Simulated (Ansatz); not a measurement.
The system is MoN2.

```
Mo N
1.0
     4.34805    0.00000    0.00000
     0.00000    4.34805    0.00000
     0.00000    0.00000    2.76746
Mo N
2 4
Direct
  0.00000 0.00000 0.00000
  0.50000 0.50000 0.00000
  0.61165 0.88835 0.50000
  0.38835 0.11165 0.50000
  0.11165 0.61165 0.50000
  0.88835 0.38835 0.50000
```

Measurements of this composition are mostly on another form, of space group No. 160.

Base run:

* Program: Ansatz 0.2.0
* Functional: PBEsol
* Potentials or basis: Ansatz PAW
* Cutoff: 420 eV
* Density cutoff: 1680 eV
* k mesh: 6 × 6 × 10
* Occupations: fermi-dirac, width 0.05 eV
* Spin: no spin polarisation
* Hubbard terms: Mo d U = 4 eV

Its results: band gap on the k mesh none (metal or under the smearing width); pressure -11.5 GPa; largest force 0.177 eV/Å.

Question: After a change of settings the same cell gave: band gap on the k mesh none (metal or under the smearing width); pressure -12.8 GPa; largest force 0.093 eV/Å. Which change was it?
A. functional from PBEsol to PBE; hubbard terms from Mo d U = 4 eV to none; hubbard projectors from ortho-atomic (the default) to none
B. functional from PBEsol to LDA; hubbard terms from Mo d U = 4 eV to none; hubbard projectors from ortho-atomic (the default) to none
C. hubbard terms from Mo d U = 4 eV to Mo d U = 3 eV
D. k mesh from 6 × 6 × 10 to 6 × 6 × 8; hubbard terms from Mo d U = 4 eV to none; hubbard projectors from ortho-atomic (the default) to none

Answer: C.

Caveats: U without spin polarisation on a metal has little footing; the PAW data sets come from PBE, with cores solved anew for the run's functional, which leaves a small shift of forces and pressure.

Not every run made on this cell is shown here.
